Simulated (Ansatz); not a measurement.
# LuHf4O: the cost of one run

Method: DFT PBE, scalar-relativistic, plane waves, PAW, in Ansatz 0.2.0.

## Step 1: The system as given

It takes space group P-6m2 (No. 187, hexagonal). Conventional cell: a = 5.395 Å, b = 5.395 Å, c = 4.467 Å, α = 90.00°, β = 90.00°, γ = 120.00°. Lu (site symmetry -6m2) is surrounded by 15 Hf at 3.11 to 3.50 Å and 3 O at 3.11 Å. Hf (site symmetry -6m2) is surrounded by 6 Hf at 2.73 Å and 3 O at 3.11 Å and 3 Lu at 3.11 Å. Around Hf (site symmetry mm2) lie 6 Hf at 2.69 to 2.73 Å and 2 O at 2.72 Å. O (site symmetry -6m2) has 9 Hf at 2.72 to 3.11 Å and 3 Lu at 3.11 Å as nearest neighbours.

As a file:

```cif
data_structure
_symmetry_space_group_name_H-M 'P 1'
_symmetry_Int_Tables_number 1
_cell_length_a 5.3945
_cell_length_b 5.3945
_cell_length_c 4.4669
_cell_angle_alpha 90.000
_cell_angle_beta 90.000
_cell_angle_gamma 120.000
_cell_volume 112.58
loop_
_atom_site_label
_atom_site_type_symbol
_atom_site_fract_x
_atom_site_fract_y
_atom_site_fract_z
_atom_site_occupancy
Lu1 Lu 0.00000 0.00000 0.00000 1
Hf1 Hf 0.33333 0.66667 0.00000 1
Hf2 Hf 0.50062 0.49938 0.50000 1
Hf3 Hf 0.50062 0.00123 0.50000 1
Hf4 Hf 0.99877 0.49938 0.50000 1
O1 O 0.66667 0.33333 0.00000 1
```

A structure generator made this guess: species swapped into a database cell of CePdPt4 (P-6m2, No. 187), with Lu on the Ce sites, O on the Pd sites and Hf on the Pt sites. Lengths come from tabulated atomic sizes and are only a guess.

## Step 2: Probe: one point on a coarse mesh

Input file input.yaml:

```yaml
crystal:
  lattice:
    - [5.39454005, 0.0, 0.0]
    - [-2.69727002, 4.67180872, 0.0]
    - [0.0, 0.0, 4.46692431]
  atoms:
    - { symbol: Lu, position: [0.0, 0.0, 0.0] }
    - { symbol: Hf, position: [0.33333333, 0.66666667, 0.0] }
    - { symbol: Hf, position: [0.50061601, 0.49938399, 0.5] }
    - { symbol: Hf, position: [0.50061601, 0.00123203, 0.5] }
    - { symbol: Hf, position: [0.99876797, 0.49938399, 0.5] }
    - { symbol: O, position: [0.66666667, 0.33333333, 0.0] }
basis:
  ecutwfc: 420
kpoints:
  mp_grid: { grid: [6, 6, 4] }
hamiltonian:
  xc: pbe
scf:
  occupations: { method: gaussian, width: 0.1 }
  lower_state_search: "off"
output:
  forces: true
  stress: true
  eigenvalues: true
```

Run with:

```
ansatz run input.yaml --threads 1 --pin off --max-ram 2560MiB --backend cpu --events-out ev --progress --plain --runs-dir out
```

Q: Estimate wall time and peak memory on 1 thread of AMD EPYC 9R45 (Zen 5), shared host.

About 6.8 s, with a peak of 0.52 GiB.
